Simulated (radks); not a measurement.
**The Coulomb parameter U of the 5d shell of Ir²⁺**

Aim: U as the second difference [E(n + 0.25) + E(n − 0.25) − 2E(n)]/0.25², with all orbitals relaxed. Bare: the atom's charge changes with n. Screened: the 6s shell takes up the change. The start is a model configuration, not necessarily the ground state.

Method: Dirac Kohn-Sham, PBE, spin-unpolarised, spherical densities, point nucleus; open shells are shared between the two j in proportion to 2j + 1. Code: radks (a radial shooting solver on a logarithmic mesh, Libxc functionals) version 1.

## 1. What is computed

- element: iridium (Z = 77)
- charge: +2
- electrons: 75
- configuration: [Xe] 4f14 5d6 6s1

Outer shells as boxes (Hund's rule):

Ir²⁺
```
[Xe] core
4f [↑↓][↑↓][↑↓][↑↓][↑↓][↑↓][↑↓]
5d [↑↓][↑ ][↑ ][↑ ][↑ ]
6s [↑ ]
```

## 2. Start: [Xe] 4f14 5d6 6s1

The run's settings:

```text
Z 77
configuration [Xe] 4f14 5d6 6s1
relativity Dirac
functional pbe,pbe
spin unpolarised
j_filling average
nucleus point
c 137.035999084
```

On the command line:

```console
> python run_ks.py task.json out
```

The same process makes all the runs of this session.

## 3. Bare +0.25: [Xe] 4f14 5d6.25 6s1

Input: that of step 2 with these lines changed.

```diff
@@ -1,3 +1,3 @@
 Z 77
-configuration [Xe] 4f14 5d6 6s1
+configuration [Xe] 4f14 5d6.25 6s1
 relativity Dirac
```

## 4. Bare -0.25: [Xe] 4f14 5d5.75 6s1

Input: that of step 3 with these lines changed.

```diff
@@ -1,3 +1,3 @@
 Z 77
-configuration [Xe] 4f14 5d6.25 6s1
+configuration [Xe] 4f14 5d5.75 6s1
 relativity Dirac
```

## 5. Screened +0.25: [Xe] 4f14 5d6.25 6s0.75

Input: that of step 4 with these lines changed.

```diff
@@ -1,3 +1,3 @@
 Z 77
-configuration [Xe] 4f14 5d5.75 6s1
+configuration [Xe] 4f14 5d6.25 6s0.75
 relativity Dirac
```

## 6. Screened -0.25: [Xe] 4f14 5d5.75 6s1.25

The run's settings:

```text
Z 77
configuration [Xe] 4f14 5d5.75 6s1.25
relativity Dirac
functional pbe,pbe
spin unpolarised
j_filling average
nucleus point
c 137.035999084
```

What does the calculation give?

The runs gave:

```
         quantity  value (eV)
          U, bare      12.167
U, screened by 6s       1.180
```

Letting 6s compensate leaves 10 % of the bare value; this second difference measures U(5d,5d) + U(6s,6s) − 2U(5d,6s). A solid screens further than the bare atom, so the bare value is an upper guide for the U of a crystal.
